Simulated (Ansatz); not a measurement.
**GaN3H6: how energies converge with the basis set**

One table from this session's results is given with a row withheld; the runs are named, their logs left out.

Computed with Ansatz 0.2.0, Gaussian basis. Level: one geometry, several basis sets.

Plan: PBE0-D4/def2-SVP; ωB97M-V/def2-SVP; PBE0-D4/def2-QZVPP; ωB97M-V/def2-QZVPP; the functionals' def2-TZVPP values are taken from earlier runs.

### The geometry

An earlier PBE0-D4 in a triple-zeta def2 set relaxation fixed the geometry.

SMILES `[NH2][Ga]([NH2])[NH2]`, 10 atoms, charge 0, spin multiplicity 1.

Atoms are counted from 1 here; the program's logs count them from 0.

Bond lengths: N1–Ga2 1.824 Å, N1–H5 1.006 Å, N1–H6 1.006 Å, Ga2–N3 1.826 Å, Ga2–N4 1.824 Å, N3–H7 1.007 Å, N3–H8 1.007 Å, N4–H9 1.006 Å, N4–H10 1.006 Å. Angles: Ga2–N1–H5 120.3°, Ga2–N1–H6 120.5°, H5–N1–H6 110.4°, N1–Ga2–N3 120.0°, N1–Ga2–N4 120.0°, N3–Ga2–N4 120.0°, Ga2–N3–H7 119.6°, Ga2–N3–H8 119.6°, H7–N3–H8 110.0°, Ga2–N4–H9 120.5°, Ga2–N4–H10 120.3°, H9–N4–H10 110.4°.

As a file:

```xyz
10
charge 0, multiplicity 1
N    -1.28001    1.24933   -0.36009
Ga   -0.00408    0.00076    0.01649
N    -0.44597   -1.77078    0.06127
N     1.69226    0.52834    0.43215
H    -2.14527    0.97612   -0.79563
H    -1.01676    2.17524   -0.65388
H    -1.41222   -2.04056    0.14956
H     0.13943   -2.41731    0.56478
H     2.02600    1.43682    0.15610
H     2.44660   -0.13797    0.42924
```

Set-up of the first run:

Input file in.yaml:

```yaml
crystal:
  periodic: [false, false, false]
  atoms:
    - {symbol: N, position_ang: [-1.280005, 1.249328, -0.360092]}
    - {symbol: Ga, position_ang: [-0.004080, 0.000757, 0.016490]}
    - {symbol: N, position_ang: [-0.445967, -1.770779, 0.061270]}
    - {symbol: N, position_ang: [1.692263, 0.528343, 0.432153]}
    - {symbol: H, position_ang: [-2.145266, 0.976124, -0.795634]}
    - {symbol: H, position_ang: [-1.016761, 2.175238, -0.653881]}
    - {symbol: H, position_ang: [-1.412223, -2.040556, 0.149562]}
    - {symbol: H, position_ang: [0.139432, -2.417306, 0.564782]}
    - {symbol: H, position_ang: [2.026001, 1.436824, 0.156100]}
    - {symbol: H, position_ang: [2.446605, -0.137972, 0.429239]}
basis:
  gaussian: {orbitals: def2-SVP}
hamiltonian: {xc: pbe0, dispersion: d4}
output: {orbitals: {seedname: orbitals}}
```

Steps of the session up to this table: PBE0-D4 in def2-SVP; ωB97M-V in def2-SVP; PBE0-D4 in def2-QZVPP; ωB97M-V in def2-QZVPP.

One table of the session follows, with a row left open; its other results are not shown here.

It belongs to the step «Functionals by basis». 

| functional | basis | HOMO (eV) | LUMO (eV) |
| --- | --- | --- | --- |
| PBE0-D4 | def2-SVP | -6.42 | 0.62 |
| PBE0-D4 | def2-TZVPP | -6.76 | 0.18 |
| PBE0-D4 | def2-QZVPP | -6.85 | -0.10 |
| ωB97M-V | def2-SVP | ? | ? |
| ωB97M-V | def2-TZVPP | -9.16 | 1.69 |
| ωB97M-V | def2-QZVPP | -9.25 | 1.28 |

**Question.** Estimate the row for ωB97M-V, def2-SVP.

The run gave: HOMO (eV): -8.80; LUMO (eV): 2.25. In the column «HOMO (eV)» it lies between ωB97M-V, def2-TZVPP (-9.16) and PBE0-D4, def2-QZVPP (-6.85).
